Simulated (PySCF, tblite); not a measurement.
# C₇H₆O₂: vibronic structure

Aim: compute the vibronic structure of C₇H₆O₂ (`CC1=CC(=O)C(=O)C=C1`).

Computed with tblite 0.8.0 and PySCF 2.14.0 and routines of our own; the level stands in each step. Atoms count from 0.

## 1. The system as given

15 atoms, charge 0, multiplicity 1; geometry from: force field or distance geometry start.

## 2. Optimising the geometry with GFN2-xTB

The job: settings as JSON, then the geometry in Å.

```
{"job": {"kind": "relax", "xc": "GFN2-xTB", "basis": "xTB"}, "charge": 0, "multiplicity": 1}
C     -2.194300    -0.317300    -0.102600
C     -0.714600    -0.164600    -0.036400
C      0.107600    -1.231400     0.139300
C      1.566000    -1.045200     0.197700
O      2.304700    -2.016500     0.361800
C      2.105300     0.370300     0.083900
O      3.308100     0.615100     0.129600
C      1.130100     1.462900    -0.085700
C     -0.178300     1.173800    -0.138000
H     -2.521000    -1.361000    -0.004200
H     -2.688300     0.247000     0.702800
H     -2.582000     0.056300    -1.058800
H     -0.268200    -2.244000     0.233300
H      1.518600     2.463600    -0.176900
H     -0.898100     1.999000    -0.267600
```

On the command line:

```bash
$ OMP_NUM_THREADS=1 python excited_run.py task.json out
```

One launch serves the whole session: the jobs run in the order shown.

Output:

```text
step      E/eV     max force
  0    -710.34147    1.643
  1    -710.38068    1.429
  2    -710.40838    0.302
  3    -710.41326    0.270
  4    -710.41884    0.224
  5    -710.42146    0.121
  6    -710.42227    0.070
  7    -710.42255    0.045
  8    -710.42264    0.031
  9    -710.42271    0.021
 10    -710.42277    0.015
 11    -710.42280    0.016
 12    -710.42282    0.010
 13    -710.42283    0.007
```

It took 0.08 s on 1 thread of Arm Neoverse V2, shared host.

Along the way:

```
step  energy from step 0 (eV)  largest force (eV/Å)
   0                   0.0000                1.6431
   1                  -0.0392                1.4287
   2                  -0.0669                0.3024
   3                  -0.0718                0.2705
   4                  -0.0774                0.2242
   5                  -0.0800                0.1206
   6                  -0.0808                0.0697
   7                  -0.0811                0.0455
   8                  -0.0812                0.0309
   9                  -0.0812                0.0214
  10                  -0.0813                0.0154
  11                  -0.0813                0.0157
  12                  -0.0814                0.0104
  13                  -0.0814                0.0073
```

Distances of close pairs at the start and the end, largest changes first:

| bond | before (Å) | after (Å) | change (Å) |
| --- | --- | --- | --- |
| C3–C5 | 1.519 | 1.541 | +0.022 |
| C8–H14 | 1.103 | 1.082 | -0.021 |
| C3–O4 | 1.231 | 1.212 | -0.019 |
| C5–O6 | 1.228 | 1.210 | -0.018 |
| C2–C3 | 1.471 | 1.458 | -0.013 |
| C0–H9 | 1.098 | 1.086 | -0.012 |
| C0–H10 | 1.101 | 1.090 | -0.011 |
| C1–C2 | 1.358 | 1.348 | -0.011 |

The next job starts from the end point, and lists it.

## 3. Harmonic vibrations with GFN2-xTB

The job: settings as JSON, then the geometry in Å.

```
{"job": {"kind": "ir", "xc": "GFN2-xTB", "basis": "xTB"}, "charge": 0, "multiplicity": 1}
C     -2.205625    -0.320309    -0.100960
C     -0.724003    -0.164074    -0.028382
C      0.112030    -1.207948     0.136727
C      1.560540    -1.057289     0.207915
O      2.317798    -1.992428     0.356642
C      2.113580     0.375709     0.083881
O      3.304751     0.584913     0.131306
C      1.121053     1.440134    -0.089459
C     -0.192895     1.180057    -0.140983
H     -2.498300    -1.361635    -0.004904
H     -2.680225     0.255769     0.692907
H     -2.575447     0.065307    -1.050639
H     -0.260543    -2.218859     0.225488
H      1.508944     2.445313    -0.172735
H     -0.906071     1.983329    -0.268717
```

Output:

```text
mode    cm-1     km/mol
  1      43.9      0.33
  2     111.4      0.00
  3     149.7      3.85
  4     240.0      5.28
  5     295.6      2.43
  6     326.1      3.72
  7     401.3      1.29
  8     420.8      3.29
  9     488.8     14.36
 10     498.9      2.25
 11     588.8     17.67
 12     684.9      0.65
 13     736.8     16.27
 14     759.0     12.34
 15     759.1      7.81
 16     883.3      0.34
 17     928.2      2.16
 18     934.3      0.07
 19    1015.2     17.56
 20    1018.5     14.68
 21    1096.5     11.23
 22    1168.7     15.79
 23    1179.4      7.96
 24    1228.1     77.04
 25    1280.4      1.16
 26    1367.6     20.57
 27    1395.2     35.66
 28    1462.5      8.56
 29    1466.9     24.26
 30    1590.1    101.65
 31    1650.7     67.86
 32    1692.1    109.11
 33    1710.5    309.92
 34    3006.7     10.90
 35    3020.4      6.66
 36    3062.8      8.68
 37    3066.4     15.56
 38    3079.9     16.52
 39    3085.3     12.05
```

Wall time 0.38 s (1 thread of Arm Neoverse V2, shared host).

The strongest bands and the atoms that carry them (share of the mass-weighted mode):

| cm⁻¹ | km/mol | atoms |
| --- | --- | --- |
| 1228 | 77.0 | C3 34 %, C5 23 %, H13 23 %, C2 10 % |
| 1368 | 20.6 | C1 24 %, C8 18 %, H14 17 %, C7 15 % |
| 1395 | 35.7 | H10 30 %, H11 29 %, C0 21 %, H9 17 % |
| 1467 | 24.3 | H11 36 %, H10 35 %, H9 20 % |
| 1590 | 101.7 | C7 25 %, C8 25 %, C1 23 %, C2 19 % |
| 1651 | 67.9 | C1 23 %, C8 21 %, C2 20 %, C7 20 % |
| 1692 | 109.1 | C3 45 %, O4 30 % |
| 1710 | 309.9 | C5 49 %, O6 32 % |

## 4. Vibronic structure: TDDFT PBE0/def2-SVP

The job, as its differences from that of step 3:

```diff
@@ -1,2 +1,2 @@
-{"job": {"kind": "ir", "xc": "GFN2-xTB", "basis": "xTB"}, "charge": 0, "multiplicity": 1}
+{"job": {"kind": "vib", "xc": "PBE0", "basis": "def2-SVP", "tda": false}, "charge": 0, "multiplicity": 1}
 C     -2.205625    -0.320309    -0.100960
```

Level: TDDFT PBE0/def2-SVP vertical-gradient vibronic structure (displaced harmonic oscillators, Condon), gas phase.

Output:

```text
final grid: 61456 points
cycle   1  E = -419.7179478828  dE =  1.694e+00  |g| = 1.089e+00  |ddm| = 4.698e+00
cycle   2  E = -418.6376629726  dE =  1.080e+00  |g| = 2.560e+00  |ddm| = 5.396e+00
cycle   3  E = -419.9679494212  dE = -1.330e+00  |g| = 1.500e-01  |ddm| = 4.243e+00
cycle   4  E = -419.9718578036  dE = -3.908e-03  |g| = 9.386e-02  |ddm| = 2.769e-01
cycle   5  E = -419.9739174227  dE = -2.060e-03  |g| = 2.940e-02  |ddm| = 1.429e-01
cycle   6  E = -419.9740940417  dE = -1.766e-04  |g| = 1.105e-02  |ddm| = 3.943e-02
cycle   7  E = -419.9741179982  dE = -2.396e-05  |g| = 3.506e-03  |ddm| = 1.381e-02
cycle   8  E = -419.9741205790  dE = -2.581e-06  |g| = 1.338e-03  |ddm| = 6.568e-03
cycle   9  E = -419.9741209269  dE = -3.479e-07  |g| = 4.814e-04  |ddm| = 2.061e-03
cycle  10  E = -419.9741209840  dE = -5.713e-08  |g| = 6.084e-05  |ddm| = 7.072e-04
cycle  11  E = -419.9741209847  dE = -6.919e-10  |g| = 3.778e-05  |ddm| = 1.132e-04
cycle  12  E = -419.9741209851  dE = -3.747e-10  |g| = 9.221e-06  |ddm| = 5.384e-05
converged SCF energy = -419.9741209851

Singlet excitations (eV, f): 1.810 (0.0000)  3.208 (0.0000)  3.234 (0.0472)  5.426 (0.0864)  5.432 (0.0001)  5.619 (0.0000)

State S1  1.8100 eV  f = 0.00001  H->L 0.98
  relaxed dipole 4.393 D, largest gradient of the excitation energy 0.0361 Eh/bohr
  mode    cm-1        S   lambda/meV  Raman
   24   1228.1    0.4163      63.4   1.000
   30   1590.1    0.1311      25.9   0.528
   10    498.9    0.2170      13.4   0.086
   17    928.2    0.0915      10.5   0.126
    5    295.6    0.2014       7.4   0.028
   25   1280.4    0.0360       5.7   0.094
   12    684.9    0.0528       4.5   0.039
   26   1367.6    0.0203       3.4   0.060
   23   1179.4    0.0227       3.3   0.050
   21   1096.5    0.0217       2.9   0.041
   11    588.8    0.0243       1.8   0.013
   33   1710.5    0.0079       1.7   0.037
  reorganisation energy 0.1484 eV, total S 1.300, 0-0 1.6615 eV
  absorption maximum 1.664 eV, width 0.196 eV

State S3  3.2343 eV  f = 0.04722  H-1->L 0.98
  relaxed dipole 8.776 D, largest gradient of the excitation energy 0.0823 Eh/bohr
  mode    cm-1        S   lambda/meV  Raman
   30   1590.1    1.1050     217.8   1.000
   10    498.9    1.2853      79.5   0.114
   12    684.9    0.5385      45.7   0.090
    5    295.6    0.8541      31.3   0.027
   11    588.8    0.2891      21.1   0.036
    6    326.1    0.4956      20.0   0.019
   33   1710.5    0.0797      16.9   0.083
   26   1367.6    0.0770      13.0   0.052
   24   1228.1    0.0804      12.2   0.043
   19   1015.2    0.0624       7.9   0.023
   22   1168.7    0.0485       7.0   0.024
   25   1280.4    0.0344       5.5   0.020
  reorganisation energy 0.4884 eV, total S 5.074, 0-0 2.7459 eV
  absorption maximum 3.182 eV, width 0.626 eV

State S4  5.4256 eV  f = 0.08642  H-3->L 0.81, H-1->L+1 0.11
  relaxed dipole 8.348 D, largest gradient of the excitation energy 0.0700 Eh/bohr
  mode    cm-1        S   lambda/meV  Raman
   30   1590.1    0.7960     156.9   1.000
   33   1710.5    0.1690      35.8   0.246
   10    498.9    0.2995      18.5   0.037
   17    928.2    0.1245      14.3   0.053
   27   1395.2    0.0696      12.0   0.067
   29   1466.9    0.0646      11.7   0.069
   23   1179.4    0.0615       9.0   0.042
   26   1367.6    0.0443       7.5   0.041
   32   1692.1    0.0279       5.9   0.040
   12    684.9    0.0536       4.6   0.012
    6    326.1    0.1089       4.4   0.006
    5    295.6    0.1159       4.2   0.005
  reorganisation energy 0.2963 eV, total S 2.024, 0-0 5.1294 eV
  absorption maximum 5.329 eV, width 0.434 eV

State T1  1.3272 eV  f = 0.00000  H->L 0.96
  relaxed dipole 4.342 D, largest gradient of the excitation energy 0.0330 Eh/bohr
  mode    cm-1        S   lambda/meV  Raman
   24   1228.1    0.2957      45.0   1.000
   30   1590.1    0.1205      23.7   0.683
   10    498.9    0.2216      13.7   0.124
   17    928.2    0.0755       8.7   0.146
    5    295.6    0.2291       8.4   0.045
   12    684.9    0.0981       8.3   0.103
   33   1710.5    0.0309       6.5   0.203
   25   1280.4    0.0285       4.5   0.105
   26   1367.6    0.0195       3.3   0.082
   23   1179.4    0.0206       3.0   0.064
   21   1096.5    0.0149       2.0   0.040
    6    326.1    0.0457       1.8   0.011
  reorganisation energy 0.1334 eV, total S 1.250, 0-0 1.1938 eV
  absorption maximum 1.196 eV, width 0.188 eV
```

Wall time 35 s (1 thread of Arm Neoverse V2, shared host); peak memory 0.87 GiB.

## 5. Vibronic structure: TDDFT PBE0/6-31G

The job, as its differences from that of step 4:

```diff
@@ -1,2 +1,2 @@
-{"job": {"kind": "vib", "xc": "PBE0", "basis": "def2-SVP", "tda": false}, "charge": 0, "multiplicity": 1}
+{"job": {"kind": "vib", "xc": "PBE0", "basis": "6-31G", "tda": false, "grid": 2}, "charge": 0, "multiplicity": 1}
 C     -2.205625    -0.320309    -0.100960
```

Level: TDDFT PBE0/6-31G vertical-gradient vibronic structure (displaced harmonic oscillators, Condon), gas phase.

Output:

```text
coarse grid: 13496 points
cycle   1  E = -419.9604117472  dE =  1.911e+00  |g| = 1.098e+00  |ddm| = 4.322e+00
cycle   2  E = -418.7653098423  dE =  1.195e+00  |g| = 2.661e+00  |ddm| = 5.777e+00
cycle   3  E = -420.2295685109  dE = -1.464e+00  |g| = 1.459e-01  |ddm| = 4.485e+00
cycle   4  E = -420.2332763426  dE = -3.708e-03  |g| = 9.275e-02  |ddm| = 2.669e-01
cycle   5  E = -420.2352369358  dE = -1.961e-03  |g| = 3.013e-02  |ddm| = 1.471e-01
cycle   6  E = -420.2354142993  dE = -1.774e-04  |g| = 1.188e-02  |ddm| = 4.170e-02
cycle   7  E = -420.2354414550  dE = -2.716e-05  |g| = 3.937e-03  |ddm| = 1.419e-02
cycle   8  E = -420.2354445839  dE = -3.129e-06  |g| = 1.514e-03  |ddm| = 7.559e-03
final grid: 133104 points
cycle   9  E = -420.1567159085  dE = -3.489e-06  |g| = 1.365e-02  |ddm| = 3.114e-02
cycle  10  E = -420.1565716357  dE =  1.443e-04  |g| = 2.976e-02  |ddm| = 4.897e-02
cycle  11  E = -420.1567552317  dE = -1.836e-04  |g| = 2.152e-03  |ddm| = 3.606e-02
cycle  12  E = -420.1567563085  dE = -1.077e-06  |g| = 3.450e-04  |ddm| = 2.067e-03
cycle  13  E = -420.1567563304  dE = -2.191e-08  |g| = 1.652e-04  |ddm| = 4.868e-04
cycle  14  E = -420.1567563374  dE = -7.016e-09  |g| = 4.844e-05  |ddm| = 2.643e-04
cycle  15  E = -420.1567563379  dE = -5.394e-10  |g| = 1.876e-05  |ddm| = 7.911e-05
converged SCF energy = -420.1567563379

Singlet excitations (eV, f): 1.812 (0.0000)  3.245 (0.0040)  3.248 (0.0438)  5.452 (0.0830)  5.548 (0.0002)  5.689 (0.0001)

State S1  1.8122 eV  f = 0.00000  H->L 0.98
  relaxed dipole 4.982 D, largest gradient of the excitation energy 0.0338 Eh/bohr
  mode    cm-1        S   lambda/meV  Raman
   24   1228.1    0.3783      57.6   1.000
   30   1590.1    0.1097      21.6   0.486
   10    498.9    0.2013      12.5   0.088
   17    928.2    0.0806       9.3   0.122
    5    295.6    0.2050       7.5   0.031
   25   1280.4    0.0333       5.3   0.096
   12    684.9    0.0411       3.5   0.034
   26   1367.6    0.0205       3.5   0.067
   21   1096.5    0.0195       2.6   0.041
   23   1179.4    0.0174       2.5   0.042
   33   1710.5    0.0101       2.1   0.052
   11    588.8    0.0224       1.6   0.014
  reorganisation energy 0.1350 eV, total S 1.217, 0-0 1.6772 eV
  absorption maximum 1.679 eV, width 0.190 eV

State S3  3.2483 eV  f = 0.04385  H-1->L 0.90, H-2->L 0.08
  relaxed dipole 9.035 D, largest gradient of the excitation energy 0.0775 Eh/bohr
  mode    cm-1        S   lambda/meV  Raman
   30   1590.1    1.0065     198.4   1.000
   10    498.9    1.0830      67.0   0.106
   12    684.9    0.5191      44.1   0.096
   33   1710.5    0.1351      28.7   0.155
    5    295.6    0.5944      21.8   0.020
   11    588.8    0.2356      17.2   0.032
   24   1228.1    0.0999      15.2   0.059
   26   1367.6    0.0800      13.6   0.059
    4    240.0    0.4289      12.8   0.010
    9    488.8    0.1606       9.7   0.015
    6    326.1    0.2205       8.9   0.009
   19   1015.2    0.0611       7.7   0.025
  reorganisation energy 0.4802 eV, total S 5.166, 0-0 2.7680 eV
  absorption maximum 3.186 eV, width 0.624 eV

State S4  5.4522 eV  f = 0.08303  H-3->L 0.81, H-1->L+1 0.12
  relaxed dipole 9.048 D, largest gradient of the excitation energy 0.0690 Eh/bohr
  mode    cm-1        S   lambda/meV  Raman
   30   1590.1    0.7581     149.5   1.000
   33   1710.5    0.1742      37.0   0.266
   10    498.9    0.2861      17.7   0.037
   17    928.2    0.1450      16.7   0.065
   29   1466.9    0.0649      11.8   0.073
   27   1395.2    0.0670      11.6   0.068
   23   1179.4    0.0698      10.2   0.051
   26   1367.6    0.0468       7.9   0.046
   32   1692.1    0.0293       6.2   0.044
    6    326.1    0.1058       4.3   0.006
   12    684.9    0.0461       3.9   0.011
    5    295.6    0.1041       3.8   0.005
  reorganisation energy 0.2913 eV, total S 1.981, 0-0 5.1610 eV
  absorption maximum 5.361 eV, width 0.432 eV

State T1  1.3248 eV  f = 0.00000  H->L 0.96
  relaxed dipole 4.894 D, largest gradient of the excitation energy 0.0312 Eh/bohr
  mode    cm-1        S   lambda/meV  Raman
   24   1228.1    0.2700      41.1   1.000
   30   1590.1    0.1045      20.6   0.649
   10    498.9    0.1985      12.3   0.121
    5    295.6    0.2290       8.4   0.049
   17    928.2    0.0672       7.7   0.142
   33   1710.5    0.0342       7.3   0.246
   12    684.9    0.0796       6.8   0.092
   25   1280.4    0.0268       4.3   0.108
   26   1367.6    0.0198       3.4   0.091
    6    326.1    0.0720       2.9   0.019
   23   1179.4    0.0163       2.4   0.056
   21   1096.5    0.0134       1.8   0.040
  reorganisation energy 0.1229 eV, total S 1.178, 0-0 1.2018 eV
  absorption maximum 1.204 eV, width 0.180 eV
```

Run time: 31 s. Hardware: 1 thread of Arm Neoverse V2, shared host; peak memory 0.68 GiB.

## 6. What came out

```
                                                                                     quantity                     value
                                                    strongest single infrared mode (GFN2-xTB)     1710 cm⁻¹, 310 km/mol
                                                                 zero-point energy (GFN2-xTB)             68.5 kcal/mol
S1: vertical, reorganisation, 0-0, total S (step 4, TDDFT PBE0/def2-SVP, modes from GFN2-xTB)  1.81, 0.15, 1.66 eV; 1.3
S3: vertical, reorganisation, 0-0, total S (step 4, TDDFT PBE0/def2-SVP, modes from GFN2-xTB)  3.23, 0.49, 2.75 eV; 5.1
S4: vertical, reorganisation, 0-0, total S (step 4, TDDFT PBE0/def2-SVP, modes from GFN2-xTB)  5.43, 0.30, 5.13 eV; 2.0
   S1: vertical, reorganisation, 0-0, total S (step 5, TDDFT PBE0/6-31G, modes from GFN2-xTB)  1.81, 0.14, 1.68 eV; 1.2
   S3: vertical, reorganisation, 0-0, total S (step 5, TDDFT PBE0/6-31G, modes from GFN2-xTB)  3.25, 0.48, 2.77 eV; 5.2
   S4: vertical, reorganisation, 0-0, total S (step 5, TDDFT PBE0/6-31G, modes from GFN2-xTB)  5.45, 0.29, 5.16 eV; 2.0
```

All 39 modes are real, so the xTB geometry is a minimum. The strongest single mode, at 1710 cm⁻¹, moves mainly C5 and O6. Unscaled tight-binding wavenumbers are off by several per cent, some by more. Its intensities can rank the bands wrongly. Some states lie very close; unless symmetry makes them partners, their order is unsure. The vibronic model keeps the ground-state modes (from xTB) and shifts them along the gradient alone, so it can miss much of the relaxation that a full optimisation finds.
